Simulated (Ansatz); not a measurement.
# BrHSZn: small, medium and large basis sets

The task here is to estimate one member of a computed series from the others.

The runs use Ansatz 0.2.0, Gaussian basis; one geometry, several basis sets.

Levels to be run: PBE0-D4/def2-SVP; ωB97M-V/def2-SVP; PBE0-D4/def2-QZVPP; ωB97M-V/def2-QZVPP; the functionals' def2-TZVPP values are taken from earlier runs.

### The relaxed structure

An earlier PBE0-D4 in a triple-zeta def2 set relaxation fixed the geometry.

SMILES `[SH][Zn][Br]`, 4 atoms, charge 0, spin multiplicity 1.

Atoms are counted from 1 here; the program's logs count them from 0.

Bond lengths: S1–Zn2 2.156 Å, S1–H4 1.345 Å, Zn2–Br3 2.233 Å. Angles: Zn2–S1–H4 92.6°, S1–Zn2–Br3 179.1°.

The first run:

in.yaml reads:

```yaml
crystal:
  periodic: [false, false, false]
  atoms:
    - {symbol: S, position_ang: [-0.787113, 1.127186, -0.893476]}
    - {symbol: Zn, position_ang: [0.018942, -0.640192, 0.042673]}
    - {symbol: Br, position_ang: [0.831800, -2.490776, 0.991897]}
    - {symbol: H, position_ang: [-0.008028, 1.943483, -0.161395]}
basis:
  gaussian: {orbitals: def2-SVP}
hamiltonian: {xc: pbe0, dispersion: d4}
output: {orbitals: {seedname: orbitals}}
```

Steps of the session up to this table: PBE0-D4 in def2-SVP; ωB97M-V in def2-SVP; PBE0-D4 in def2-QZVPP; ωB97M-V in def2-QZVPP.

One of the session's tables, all rows but one given; the rest of the session is left out.

It belongs to the step «Functionals by basis». 

| functional | basis | HOMO (eV) |
| --- | --- | --- |
| PBE0-D4 | def2-SVP | -7.43 |
| PBE0-D4 | def2-TZVPP | ? |
| PBE0-D4 | def2-QZVPP | -7.72 |
| ωB97M-V | def2-SVP | -9.57 |
| ωB97M-V | def2-TZVPP | -9.88 |
| ωB97M-V | def2-QZVPP | -9.91 |

Q: Estimate the row for PBE0-D4, def2-TZVPP from the others.

The run gave: HOMO (eV): -7.69. In the column «HOMO (eV)» it lies between PBE0-D4, def2-QZVPP (-7.72) and PBE0-D4, def2-SVP (-7.43).
